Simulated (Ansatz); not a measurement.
# Ge2C (singlet): the correlation ladder, cc-pVDZ

One table from this session's results is given with a row withheld; the runs are named, their logs left out.

The runs use Ansatz 0.2.0, Gaussian basis; cc-pVDZ, core rule «outside noble gas», up to 29 orbitals frozen.

The runs, in order: UHF; CCSD(T) on RHF; CCSD(T) on UHF; BCCD(T) on RHF; CISD; CCSDT(Q) on RHF; CCSDT(Q) on UHF; CASSCF and MRCISD+Q, 8 electrons in 8 orbitals; CASSCF and NEVPT2, 8 electrons in 8 orbitals.

24 further runs of the same task are left out: 1 for a known fault of the program, 14 that didn't finish, 9 set aside as unsound or not needed. Runs told in other sessions of the task aren't counted.

### The geometry

The geometry is a PBE0/def2-TZVP stationary point (not a proven minimum) of the parent state, kept for this charge and spin. No spin-orbit coupling is included. The filled d shell of Ge may be among the frozen orbitals whatever the setting's name suggests.

3 atoms, charge 0, spin multiplicity 1.

Atoms are counted from 1 here; the program's logs count them from 0.

Bond lengths: Ge1–C2 1.853 Å, C2–Ge3 1.853 Å. Angles: Ge1–C2–Ge3 180.0°.

The first run:

Input file in.yaml:

```yaml
crystal:
  periodic: [false, false, false]
  atoms:
    - {symbol: Ge, position_ang: [0.000000, 0.000000, 1.852600]}
    - {symbol: C, position_ang: [0.000000, 0.000000, 0.000000]}
    - {symbol: Ge, position_ang: [0.000000, 0.000000, -1.852600]}
basis:
  gaussian: {orbitals: cc-pVDZ}
magnetization: {spin_polarized: true, initial_magnetization: 0}
hamiltonian: {xc: hf}
output: {orbitals: {seedname: orbitals}}
```

Launch:

```sh
> ansatz run in.yaml --threads 1 --pin off --events-out ev --progress --plain --max-ram 2393MiB
```

Among the steps run: UHF; CCSD(T) on RHF; CCSD(T) on UHF; BCCD(T) on RHF; CISD; CCSDT(Q) on RHF; CCSDT(Q) on UHF; CASSCF and MRCISD+Q, 8 electrons in 8 orbitals; CASSCF and NEVPT2, 8 electrons in 8 orbitals.

One table of the session follows, with a row left open; its other results are not shown here.

| method | from RCCSDT(Q) (meV) |
| --- | --- |
| RHF | +8878.6 |
| UHF | +8860.2 |
| RMP2 | +1042.7 |
| CISD | +1702.8 |
| RCCSD | +744.1 |
| RCCSD(T) | +93.9 |
| BCCD(T) | +84.5 |
| RCCSDT | +83.8 |
| RCCSDT(Q) | 0 |
| CASSCF frontier | +6383.9 |
| NEVPT2 frontier | +1006.0 |
| MRCISD frontier | +775.8 |
| MRCISD+Q frontier | ? |

Estimate the missing values for MRCISD+Q frontier.

The run gave: from RCCSDT(Q) (meV): +105.7. In the column «from RCCSDT(Q) (meV)» it lies between RCCSD(T) (+93.9) and RCCSD (+744.1).

Not comparable, so not listed: CCSD(T) on UHF; CCSDT(Q) on UHF (they don't share determinant, frozen orbitals or solution with the rows shown, or repeat one).

Caveats from the session: Warnings: restricted reference is unstable; spin contamination; large T1 diagnostic.
